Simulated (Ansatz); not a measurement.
**MgS: response to strain**

Aim: deform MgS (zz strain of -2 %) and compute stress, forces and field gradients with LAPW, PAW and all-electron datasets made for the crystal.

Method: DFT LDA, scalar-relativistic, in Ansatz 0.2.0.

## (1) The starting structure

Symmetry: Fm-3m, No. 225, cubic system. The conventional cell has a = 5.203 Å, b = 5.203 Å, c = 5.203 Å, α = 90.00°, β = 90.00°, γ = 90.00°. Around Mg (site symmetry m-3m) lie 6 S at 2.60 Å. S (site symmetry m-3m) has 6 Mg at 2.60 Å as nearest neighbours.

Coordinates:

```xyz
2
Lattice="0.0000 2.6016 2.6017 2.6016 0.0000 2.6017 2.6016 2.6016 0.0000" Properties=species:S:1:pos:R:3 pbc="T T T"
Mg    0.0000    0.0000    0.0000
S     2.6016    2.6016    2.6017
```

Atoms are numbered in the order of the input: Mg1, S2.

## (2) After the deformation

Space group Fm-3m before, I4/mmm after.

## (3) All-electron LAPW

input.yaml reads:

```yaml
crystal:
  lattice:
    - [0.0, 2.60165, 2.549617]
    - [2.60165, 0.0, 2.549617]
    - [2.60165, 2.60165, 0.0]
  atoms:
    - { symbol: Mg, position: [0.0, 0.0, 0.0] }
    - { symbol: S, position: [0.5, 0.5, 0.5] }
kpoints:
  mp_grid: { grid: [8, 8, 8] }
  band_path:
    path:
      - [0.0, 0.0, 0.0]
      - [0.0, 0.5, 0.5]
      - [0.25, 0.75, 0.5]
      - [0.0, 0.5, 0.0]
      - [0.0, 0.0, 0.0]
      - [0.5, 0.5, 0.0]
      - [0.3801541025, 0.6198458975, 0.0]
      - [-0.3801541025, 0.3801541025, 0.0]
      - [0.0, 0.0, 0.0]
    npoints: 5
scf:
  occupations: { method: fermi_dirac, width: 0.01 }
hamiltonian:
  xc: lda
  pseudopotentials: { kind: all_electron, lapw: { basis_error: 0.00025 } }
output:
  forces: true
  stress: true
  eigenvalues: true
```

The run is started by

```console
$ ansatz run input.yaml --threads 1 --pin off --max-ram 3072MiB --backend cpu --events-out ev --progress --plain --runs-dir out
```

## (4) Frozen-core PAW

input.yaml reads:

```yaml
crystal:
  lattice:
    - [0.0, 2.60165, 2.549617]
    - [2.60165, 0.0, 2.549617]
    - [2.60165, 2.60165, 0.0]
  atoms:
    - { symbol: Mg, position: [0.0, 0.0, 0.0] }
    - { symbol: S, position: [0.5, 0.5, 0.5] }
kpoints:
  mp_grid: { grid: [8, 8, 8] }
scf:
  occupations: { method: fermi_dirac, width: 0.01 }
hamiltonian:
  xc: lda
  pseudopotentials: { kind: paw }
output:
  forces: true
  stress: true
  eigenvalues: true
  efg: { contact_densities: true }
```

## (5) Datasets made for this crystal

input.yaml, as its differences from that of step 4:

```diff
@@ -14,3 +14,3 @@
   xc: lda
-  pseudopotentials: { kind: paw }
+  pseudopotentials: { kind: all_electron, datasets: crystal }
 output:
```

(Steps that only read results are left out.)

Q: Predict the outcome of this session. Wanted: pressure; largest shear or deviatoric stress.

The runs gave:

| quantity | value |
| --- | --- |
| pressure | LAPW -1.72, PAW -1.74, crystal datasets -1.72 GPa |
| largest shear or deviatoric stress (LAPW) | 1.49 GPa |

What this shows: The largest part of the stress beyond the pressure is 1.49 GPa in size, in the zz component; the atoms are carried along and not relaxed. No run of the undeformed cell stands beside it, so the pressure holds what the given cell had before the change. PAW: stress within 0.03 GPa of LAPW. Crystal datasets: stress within 0.01 GPa of LAPW.
